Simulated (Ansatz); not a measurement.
# C₂H₆FGeN: up Jacob's ladder to CCSD(T)

Aim: compute C₂H₆FGeN with functionals from several rungs and with coupled cluster, and see how far each lands from CCSD(T) at the basis-set limit for the atomisation energy.

Computed with Ansatz 0.2.0, Gaussian basis. Level: functionals in def2-TZVPP, the program's frozen cores in correlated methods.

Levels to be run: PBE-D4, r2SCAN-D4, PBE0-D4, B3LYP-D4, ωB97X-V, ωB97M-V, B2PLYP; CCSD(T)/def2-TZVPP; MP2/def2-QZVPP; extrapolation to the limit.

**1. The relaxed structure**

The geometry comes from an earlier relaxation with PBE0-D4 in a triple-zeta def2 set; it is a stationary point, not always the lowest conformer.

11 atoms, charge 0, spin multiplicity 1.

Atoms are counted from 1 here; the program's logs count them from 0.

Bond lengths: N1–C2 1.394 Å, N1–H6 1.010 Å, N1–H7 1.015 Å, C2–F3 1.395 Å, C2–C4 1.509 Å, C2–Ge5 1.955 Å, C4–Ge5 1.964 Å, C4–H8 1.084 Å, C4–H9 1.085 Å, Ge5–H10 1.523 Å, Ge5–H11 1.523 Å. Angles: C2–N1–H6 112.9°, C2–N1–H7 112.4°, H6–N1–H7 110.3°, N1–C2–F3 114.8°, N1–C2–C4 116.4°, N1–C2–Ge5 119.4°, F3–C2–C4 112.4°, F3–C2–Ge5 117.6°, C4–C2–Ge5 67.7°, C2–C4–Ge5 67.0°, C2–C4–H8 116.7°, C2–C4–H9 114.9°, Ge5–C4–H8 119.9°, Ge5–C4–H9 115.0°, H8–C4–H9 114.9°, C2–Ge5–C4 45.3°, C2–Ge5–H10 119.2°, C2–Ge5–H11 119.0° and more.

**2. PBE-D4 (GGA)**

The input, in.yaml:

```yaml
crystal:
  periodic: [false, false, false]
  atoms:
    - {symbol: N, position_ang: [-1.202496, 1.057390, 0.129558]}
    - {symbol: C, position_ang: [0.096108, 0.553403, 0.066388]}
    - {symbol: F, position_ang: [1.101444, 1.517720, 0.129962]}
    - {symbol: C, position_ang: [0.361504, -0.484114, -0.996283]}
    - {symbol: Ge, position_ang: [0.480661, -1.206596, 0.826391]}
    - {symbol: H, position_ang: [-1.389584, 1.556523, 0.987139]}
    - {symbol: H, position_ang: [-1.432847, 1.636287, -0.671540]}
    - {symbol: H, position_ang: [-0.474098, -0.755514, -1.631949]}
    - {symbol: H, position_ang: [1.310580, -0.377881, -1.510665]}
    - {symbol: H, position_ang: [1.885104, -1.504996, 1.334508]}
    - {symbol: H, position_ang: [-0.670977, -2.049223, 1.357191]}
basis:
  gaussian: {orbitals: def2-TZVPP}
hamiltonian: {xc: pbe, dispersion: d4}
output: {forces: true, orbitals: {seedname: orbitals}}
```

Started as:

```console
$ ansatz run in.yaml --threads 4 --pin off --events-out ev --progress --plain --max-ram 10444MiB
```

After this run come: r2SCAN-D4 (meta-GGA); PBE0-D4 (hybrid); B3LYP-D4 (hybrid); ωB97X-V (range-separated); ωB97M-V (range-separated); B2PLYP (double hybrid); CCSD(T) in def2-TZVPP; MP2 in def2-QZVPP.

Before running them: what should the planned runs give, taken together? Wanted: atomisation energy, CCSD(T)/CBS; farthest; mean size of error, hybrid; mean size of error, range-separated; gap, smallest and largest; T1 diagnostic; triples share of the correlation energy.

As calculated:

```
                               quantity                                           value
        atomisation energy, CCSD(T)/CBS                                   3833.6 kJ/mol
 functionals within 38.3 kJ/mol (1.0 %)  r2SCAN-D4, PBE0-D4, B3LYP-D4, ωB97X-V, ωB97M-V
                               farthest                          PBE-D4 (+105.4 kJ/mol)
             mean size of error, hybrid                                     12.6 kJ/mol
    mean size of error, range-separated                                      8.1 kJ/mol
              gap, smallest and largest            4.82 eV (PBE-D4), 10.92 eV (ωB97X-V)
                          T1 diagnostic                                          0.0118
triples share of the correlation energy                                           3.8 %
```

**Reading.** PBE-D4 misses by +105.4 kJ/mol. Double hybrids carry the basis error of their MP2 part in triple zeta, and no dispersion term here, so their miss is partly the set-up's. Misses under about 38.3 kJ/mol are within the doubt on the reference itself, which lacks core-valence correlation, relativity and higher excitations, and its outer-core shells are covered unevenly. Hartree-Fock recovers 68 % of the binding; the rest is correlation. Orbital gaps span 4.8 to 10.9 eV; exact exchange widens them. Correlated methods include outer-core shells of Ge, which these sets cover unevenly.
